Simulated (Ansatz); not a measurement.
# CH7Al2B: rigid torsion scan in Python

Wanted for CH7Al2B: a rigid torsion scan. SMILES: C[BH][AlH][AlH2].

Program: Ansatz 0.2.0, driven from Python. Level of theory: PBE0/def2-SVP. These are calculated values, not measurements.

## 1. The structure

Bond lengths: C1–B2 1.544 Å, B2–Al3 2.035 Å, Al3–Al4 2.546 Å, C1–H5 1.129 Å, C1–H6 1.071 Å, C1–H7 1.139 Å, B2–H8 1.149 Å, Al3–H9 1.654 Å, Al4–H10 1.532 Å, Al4–H11 1.605 Å. Angles (14 of 15 angles, heavy atoms first): C1–B2–Al3 118.1°, B2–Al3–Al4 121.4°, C1–B2–H8 123.1°, Al3–B2–H8 118.9°, B2–C1–H5 112.1°, B2–C1–H6 114.8°, B2–C1–H7 109.0°, B2–Al3–H9 120.4°, Al4–Al3–H9 118.2°, Al3–Al4–H10 120.6°, Al3–Al4–H11 114.6°, H5–C1–H6 108.4°, H5–C1–H7 104.1°, H6–C1–H7 107.8°.

No structure file is read: the coordinates are typed or built in the script.

## 2. The code

ch7al2b.py reads:

```python
import warnings

import ansatz
from ase import Atoms


def main() -> None:
    warnings.simplefilter('ignore', ansatz.DeckWarning)

    atoms = Atoms(['C', 'B', 'Al', 'Al', 'H', 'H', 'H', 'H', 'H', 'H', 'H'], positions=[
        [-1.6752, 0.4196, -0.4473],
        [-1.1737, -0.0729, 0.9272],
        [0.8023, -0.5184, 1.1222],
        [2.43, -0.2026, -0.8094],
        [-1.2069, 1.4038, -0.7421],
        [-1.5366, -0.2753, -1.251],
        [-2.7878, 0.6517, -0.3746],
        [-1.8624, -0.1952, 1.8384],
        [1.403, -1.0414, 2.5717],
        [3.9122, -0.5533, -0.6453],
        [1.7606, 0.3268, -2.1692],
    ])

    first = (
        ansatz.Crystal.molecule_from_ase(atoms).calculation()
        .basis(gaussian='def2-SVP')
        .functional('pbe0')
        .relax(force_tolerance=0.02, max_steps=80)
    )
    atoms.positions = first.run(threads=1).report['positions_ang']

    start = atoms.get_dihedral(1, 2, 3, 9)
    energies = {}
    for turn in range(0, 360, 40):
        turned = atoms.copy()
        turned.set_dihedral(1, 2, 3, 9, start + turn, indices=[3, 9, 10])
        base = ansatz.Crystal.molecule_from_ase(turned).calculation().basis(gaussian='def2-SVP').functional('pbe0')
        energies[round((start + turn) % 360)] = base.run(threads=1).report['free_energy_ev']
    floor = min(energies.values())
    print('dihedral B1-Al2-Al3-H9 (deg)   E - E(min) (kcal/mol)')
    for angle, e in sorted(energies.items()):
        print(f'{angle:8d} {23.060548 * (e - floor):14.3f}  ' + '#' * int(30 * (e - floor) / max(max(energies.values()) - floor, 1e-9)))


if __name__ == '__main__':
    main()
```

## 3. Launch

Started as:

```sh
$ python ch7al2b.py
```

The log of the run:

```text
dihedral B1-Al2-Al3-H9 (deg)   E - E(min) (kcal/mol)
      10          2.034  #############################
      50          0.801  ###########
      90          0.000
     130          0.891  ############
     170          2.070  ##############################
     210          1.534  ######################
     250          0.221  ###
     290          0.273  ###
     330          1.612  #######################
```

It took 2 min on 1 thread of Arm Neoverse V2, shared host; peak memory 0.27 GiB.

Lines on the test bed's own set-up are left out of the output.

## 4. How the relaxation of run 0 went

Step by step:

| step | energy from step 1 (eV) | largest force component (eV/Å) |
| --- | --- | --- |
| 1 | 0.0000 | 2.3412 |
| 2 | -0.4128 | 0.7125 |
| 3 | -0.4408 | 0.1708 |
| 4 | -0.4579 | 0.2548 |
| 5 | -0.4970 | 0.0974 |
| 6 | -0.5254 | 0.1348 |
| 7 | -0.5509 | 0.2741 |
| 8 | -0.5710 | 0.3658 |
| 9 | -0.5917 | 0.5870 |
| 10 | -0.6448 | 0.1445 |
| 11 | -0.6709 | 0.1885 |
| 12 | -0.6405 | 0.6513 |
| 13 | -0.6875 | 0.1952 |
| 14 | -0.7011 | 0.1834 |
| 15 | -0.7138 | 0.1984 |
| 16 | -0.7147 | 0.3136 |
| 17 | -0.7232 | 0.2579 |
| 18 | -0.7313 | 0.1664 |
| 19 | -0.7370 | 0.2456 |
| 20 | -0.7427 | 0.0384 |
| 21 | -0.7441 | 0.0249 |
| 22 | -0.7431 | 0.1010 |
| 23 | -0.7448 | 0.0243 |
| 24 | -0.7450 | 0.0398 |
| 25 | -0.7453 | 0.0211 |
| 26 | -0.7454 | 0.0083 |

Step 1 is the start. Steps 12, 22 were tried and not accepted.

Before: Bond lengths: C1–B2 1.544 Å, B2–Al3 2.035 Å, Al3–Al4 2.546 Å, C1–H5 1.129 Å, C1–H6 1.071 Å, C1–H7 1.139 Å, B2–H8 1.149 Å, Al3–H9 1.654 Å, Al4–H10 1.532 Å, Al4–H11 1.605 Å. Angles (14 of 15 angles, heavy atoms first): C1–B2–Al3 118.1°, B2–Al3–Al4 121.4°, C1–B2–H8 123.1°, Al3–B2–H8 118.9°, B2–C1–H5 112.1°, B2–C1–H6 114.8°, B2–C1–H7 109.0°, B2–Al3–H9 120.4°, Al4–Al3–H9 118.2°, Al3–Al4–H10 120.6°, Al3–Al4–H11 114.6°, H5–C1–H6 108.4°, H5–C1–H7 104.1°, H6–C1–H7 107.8°.

After: Bond lengths: C1–B2 1.566 Å, B2–Al3 2.127 Å, Al3–Al4 2.593 Å, C1–H5 1.111 Å, C1–H6 1.099 Å, C1–H7 1.103 Å, B2–H8 1.221 Å, Al3–H9 1.609 Å, Al4–H10 1.602 Å, Al4–H11 1.603 Å. Angles (14 of 15 angles, heavy atoms first): C1–B2–Al3 128.0°, B2–Al3–Al4 124.6°, C1–B2–H8 115.1°, Al3–B2–H8 116.7°, B2–C1–H5 104.7°, B2–C1–H6 117.6°, B2–C1–H7 112.0°, B2–Al3–H9 118.3°, Al4–Al3–H9 117.0°, Al3–Al4–H10 122.6°, Al3–Al4–H11 121.9°, H5–C1–H6 107.4°, H5–C1–H7 104.5°, H6–C1–H7 109.6°.

Run 0 is this relaxation; the runs after it count from 1.

## 5. The engine's runs

From the records of these 9 runs:

```
run  turn (°)  energy from run 1 (eV)  SCF cycles  CPU time (s)
  1         0                  0.0000          15           2.2
  2        40                  0.0386          15           2.2
  3        80                  0.0898          15           2.2
  4       120                  0.0665          16           2.3
  5       160                  0.0096          15           2.2
  6       200                  0.0118          15           2.2
  7       240                  0.0699          15           2.2
  8       280                  0.0882          16           2.3
  9       320                  0.0347          16           2.4
```

## 6. Outcome

| quantity | value |
| --- | --- |
| runs compared | 9 |
| range of energy | 0.090 eV |
| lowest point, turn (°) | 0 |

In words: The lowest point lies at a turn of 0°, the highest 0.090 eV (8.7 kJ/mol) above it at 80°. The grid can miss the true lowest and highest points, and the rest of the molecule is held rigid. Run 0: The relaxation took 23 moves; the largest shift is 1.691 Å, of atom 9 (H). So large a move can change the bonding: the results belong to the relaxed structure. The scan is rigid and the energies are electronic, in a modest basis. With rigid groups the curve can differ much from the relaxed path, the start wasn't checked as a minimum of this torsion, and equivalent turns needn't return to the same energy.
